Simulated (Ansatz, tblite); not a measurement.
**[BF4]-: a ladder of methods and basis sets**

One table from this session's results is given with a row withheld; the runs are named, their logs left out.

The runs use Ansatz 0.2.0, Gaussian basis; as each input shows.

Levels to be run: GFN1-xTB, GFN2-xTB, PBE-D4/def2-TZVPD, r2SCAN-D4/def2-TZVPD, LDA/def2-TZVPD, B97M-V/def2-TZVPD, HSE06-D4/def2-TZVPD, CAM-B3LYP-D4/def2-TZVPD, B2PLYP/def2-TZVPD, ωB97X-V/def2-TZVPD, PBE-QIDH/def2-TZVPD, PBE-D4/def2-SVPD, PBE0-D4/def2-SVPD, HF/STO-3G, HF/6-31G, B3LYP-D4/6-31G, CCSD(T)/def2-TZVPPD, MP2/def2-TZVPD, RPA/def2-TZVPD.

## The structure

The singlet was relaxed beforehand with PBE-D4/def2-SVPD.

5 atoms, charge -1, spin multiplicity 1.

Bond lengths: B1–F2 1.425 Å, B1–F3 1.425 Å, B1–F4 1.425 Å, B1–F5 1.425 Å. Angles: F2–B1–F3 109.5°, F2–B1–F4 109.5°, F2–B1–F5 109.5°, F3–B1–F4 109.5°, F3–B1–F5 109.5°, F4–B1–F5 109.5°.

The ion is computed in the gas phase, without counter-ions or solvent.

PBE0-D4/def2-TZVPD was run before; its log isn't repeated, and its numbers join the tables.

Set-up of the first run:

Tight binding, by tblite at 300 K electronic temperature and without a spin-polarisation term:

```python
tblite.interface.Calculator('GFN1-xTB', numbers, positions, charge=-1, uhf=0).singlepoint()
```

Tight binding, by tblite at 300 K electronic temperature and without a spin-polarisation term:

```python
tblite.interface.Calculator('GFN2-xTB', numbers, positions, charge=-1, uhf=0).singlepoint()
```

start.molden holds the orbitals of an earlier run on this state, given as this run's starting guess.

File in.yaml:

```yaml
crystal:
  periodic: [false, false, false]
  atoms:
    - {symbol: B, position_ang: [-0.000003, -0.000002, -0.000003]}
    - {symbol: F, position_ang: [0.011185, -0.019112, 1.424808]}
    - {symbol: F, position_ang: [1.339709, 0.011125, -0.485421]}
    - {symbol: F, position_ang: [-0.679441, 1.167375, -0.454061]}
    - {symbol: F, position_ang: [-0.671450, -1.159386, -0.485333]}
basis:
  gaussian: {orbitals: def2-TZVPD, initial_orbitals: start.molden}
total_charge: -1
hamiltonian: {xc: pbe, dispersion: d4}
scf: {omitted_lower_state_checks: [starts]}
output: {orbitals: {seedname: orbitals}}
```

Run with:

```
> ansatz run in.yaml --threads 4 --pin off --events-out ev --progress --plain --max-ram 3916MiB
```

Steps of the session up to this table: PBE-D4/def2-TZVPD; r2SCAN-D4/def2-TZVPD; LDA/def2-TZVPD; B97M-V/def2-TZVPD; HSE06-D4/def2-TZVPD; CAM-B3LYP-D4/def2-TZVPD; B2PLYP/def2-TZVPD; ωB97X-V/def2-TZVPD; PBE-QIDH/def2-TZVPD; PBE-D4/def2-SVPD; PBE0-D4/def2-SVPD; HF/STO-3G; HF/6-31G; B3LYP-D4/6-31G; CCSD(T)/def2-TZVPPD; MP2/def2-TZVPD; RPA/def2-TZVPD.

One of the session's tables, all rows but one given; the rest of the session is left out.

```
                  level  HOMO (eV)  LUMO (eV)  gap (eV)
              HF/STO-3G      -2.71      27.57     30.28
               HF/6-31G     -10.23      16.25     26.48
         LDA/def2-TZVPD      -2.99       3.86      6.85
       PBE-D4/def2-SVPD      -2.84       4.46      7.30
      PBE-D4/def2-TZVPD          ?          ?         ?
   r2SCAN-D4/def2-TZVPD      -3.20       4.32      7.53
      B97M-V/def2-TZVPD      -3.36       3.88      7.24
         B3LYP-D4/6-31G      -3.59      11.65     15.24
      PBE0-D4/def2-SVPD      -4.96       5.03      9.99
     PBE0-D4/def2-TZVPD      -4.83       4.20      9.04
    HSE06-D4/def2-TZVPD      -4.41       3.98      8.39
CAM-B3LYP-D4/def2-TZVPD      -6.46       4.49     10.95
     ωB97X-V/def2-TZVPD      -7.42       5.10     12.52
```

Q: Estimate the row for PBE-D4/def2-TZVPD from the others.

The run gave: HOMO (eV): -2.74; LUMO (eV): 3.78; gap (eV): 6.52. In the column «HOMO (eV)» it lies between PBE-D4/def2-SVPD (-2.84) and HF/STO-3G (-2.71).
